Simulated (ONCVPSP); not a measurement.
# Nd: generating and testing an ONCV potential

Aim: build the potential from the settings below, then test how well it stands in for the atom: other configurations, scattering, ghost states and the plane-wave cutoff that it needs.

The numbers are computed with ONCVPSP 4.0.1 (LDA (Perdew-Wang 92), scalar-relativistic, spin-unpolarised reference atom).

## 1. The atom and the settings

The settings as typed:

* element: neodymium (Nd, Z = 60)
* type: optimised norm-conserving Vanderbilt (ONCV)
* frozen core: [Kr] 4d10
* valence charge: 14
* reference configuration: 4f3 5s2 5p6 5d1 6s2
* partial waves: 5s+6s: rc 2.40 bohr, ncon 4, nbas 7, qcut 6.5 1/bohr, 2 projectors; 5p: rc 2.75 bohr, ncon 4, nbas 7, qcut 4.1 1/bohr, 2 projectors, debl 2.2 Ha; 5d: rc 2.65 bohr, ncon 5, nbas 10, qcut 3.2 1/bohr, 2 projectors, debl 3.2 Ha; 4f: rc 1.10 bohr, ncon 3, nbas 8, qcut 17.7 1/bohr, 2 projectors, debl 0.4 Ha
* local potential: polynomial inside 0.95 bohr (lpopt 5, dvloc0 0 Ha)
* core correction: Teter function, fcfact 5, rcfact 1.1

## 2. Generating the potential

Nd.dat reads:

```
# ATOM AND REFERENCE CONFIGURATION
# atsym  z   nc   nv     iexc    psfile
  Nd 60.00    9    5  -001012      upf
#
#   n    l    f
    1    0    2.00
    2    0    2.00
    2    1    6.00
    3    0    2.00
    3    1    6.00
    3    2   10.00
    4    0    2.00
    4    1    6.00
    4    2   10.00
    4    3    3.00
    5    0    2.00
    5    1    6.00
    5    2    1.00
    6    0    2.00
#
# PSEUDOPOTENTIAL AND OPTIMIZATION
# lmax
    3
#
#   l,   rc,      ep,       ncon, nbas, qcut
    0    2.40    0.00    4    7    6.50
    1    2.75    0.00    4    7    4.10
    2    2.65    0.00    5   10    3.20
    3    1.10    0.00    3    8   17.70
#
# LOCAL POTENTIAL
# lloc, lpopt,  rc(5),   dvloc0
    4    5    0.95    0.00
#
# VANDERBILT-KLEINMAN-BYLANDER PROJECTORs
# l, nproj, debl
    0    2    3.10
    1    2    2.20
    2    2    3.20
    3    2    0.40
#
# MODEL CORE CHARGE
# icmod, fcfact, rcfact
    3    5.00    1.10
#
# LOG DERIVATIVE ANALYSIS
# epsh1, epsh2, depsh
   -3.00    5.00    0.02
#
# OUTPUT GRID
# rlmax, drl
    6.00    0.01
#
# TEST CONFIGURATIONS
# ncnf
    4
# nvcnf
#   n    l    f
    5
    4    3    4.00
    5    0    2.00
    5    1    6.00
    5    2    0.00
    6    0    2.00
#
    5
    4    3    4.00
    5    0    2.00
    5    1    6.00
    5    2    0.00
    6    0    1.00
#
    5
    4    3    4.00
    5    0    2.00
    5    1    6.00
    5    2    0.00
    6    0    0.00
#
    6
    4    3    4.00
    5    0    2.00
    5    1    6.00
    5    2    0.00
    6    0    1.00
    6    1    1.00
#
```

On the command line:

```
oncvpsp.x < Nd.dat > Nd.out
```

Q: Predict the outcome of this session. Wanted: cutoffs for 1 and 0.1 mHa per electron, occupied waves; bound ghosts; GHOST(+) flags; largest test error; largest phase difference near zero energy, channels read; rms error of d²Exc/dn², without and with the model core.

**Answer**, as computed:

| quantity | value |
| --- | --- |
| cutoffs for 1 and 0.1 mHa per electron, occupied waves | 114 Ha and 128 Ha |
| bound ghosts | s at -290.42 eV |
| GHOST(+) flags | p at -12 eV, d at 323 eV, d at 634 eV |
| largest test error (AE − PS) | -98 meV, for 4f4 5s2 5p6 5d0 6s1 |
| largest phase difference near zero energy, channels read | 3.139 rad |
| rms error of d²Exc/dn², without and with the model core | 10.11 and 5.35 mHa |

A bound ghost (s) makes it unfit for use: electrons can fall into a state that the atom doesn't have. The worst unpolarised test, 4f4 5s2 5p6 5d0 6s1, is off by 98 meV on 4.1 eV; by total energies transferability rates as fair. It counts as very hard, with 114 Ha needed at the looser tolerance. At the looser tolerance the 4f wave is the slowest; 5s needs 12 Ha. Of the channels read, p scatters worst near zero energy, by up to 3.14 rad. A step near π is an extra or missing state, not a misfit of shape. The pseudo curves have a pole with no partner nearby in the atom's: p at -0.42 Ha. The program also flags highly localised states, GHOST(+) (p, d). These are tests on the free atom; a crystal test is still owed.
